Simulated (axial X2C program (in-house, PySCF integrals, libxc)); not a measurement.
# GaZn: properties at the nuclei

Aim: properties at the nuclei of GaZn, with spin–orbit coupling in the Hamiltonian from the start.

The runs use an in-house X2C program for linear molecules on PySCF integrals; two-component X2C with atomic mean-field terms, Ga dyall-cv3z, Zn dyall-cv3z.

All values are calculated.

### 1 The job

Contents of task.json:

```json
{"zs": [31, 30], "q": 0, "bas": ["dyall-cv3z", "dyall-cv3z"], "r0": 2.42, "levels": ["PBE0", "HF", "PBE", "PBE50", "r2SCAN"], "nst": 3}
```

Keys: zs atomic numbers; q charge; bas basis sets; r0 starting distance in Å; levels methods (HF also brings MP2); nst determinants followed.

Run with:

```console
$ python soeom.py task.json out
```

Further steps of the session: Expectation values, lowest determinant; Expectation values, a higher determinant.

What does the calculation give? Wanted: lowest determinant; Eeff magnitude; Ws magnitude Ga; A∥/gI Ga; qzz Ga; higher determinant (for each run or level that gives them).

**Answer**, as computed:

| quantity | value |
| --- | --- |
| lowest determinant | Ω = 1/2 (excess of +ω over −ω: ω = 1/2) |
| Eeff magnitude (GV/cm), PBE0 | 0.11 |
| Ws magnitude Ga (kHz), PBE0 | 0.0214 |
| A∥/gI Ga (MHz), PBE0 | 903 |
| qzz Ga (a.u.), PBE0 | 0.43 |
| higher determinant | Ω = 3/2 (excess of +ω over −ω: ω = 3/2) |
| Eeff magnitude (GV/cm), PBE0, higher determinant | 0.144 |
| Ws magnitude Ga (kHz), PBE0, higher determinant | 0.00112 |
| A∥/gI Ga (MHz), PBE0, higher determinant | 85.3 |
| qzz Ga (a.u.), PBE0, higher determinant | 0.37 |

In words: In the first state, the effective field runs from 0.0602 to 1.34 GV/cm over the mean-field levels, so the levels don't agree on it. The expectation values come from single determinants, which for open shells can mix terms of unlike spin or miss the lowest Ω, so a determinant need not be a state. Eeff is the effective electric field on the electron dipole moment in this Ω state and Ws the scalar–pseudoscalar constant (defined with the proton number Z and per Ω); A∥ is the parallel hyperfine constant, which follows by multiplying with the nuclear g factor gI = μI/(I μN); qzz is the electric field gradient, eQq0 = 234.96 MHz × Q/barn × qzz; μ is positive if Zn is the positive end. The operators were transformed with the bare-nucleus X2C matrices. A second determinant lies within 0.1 eV of the first, so their order is not settled at this level.
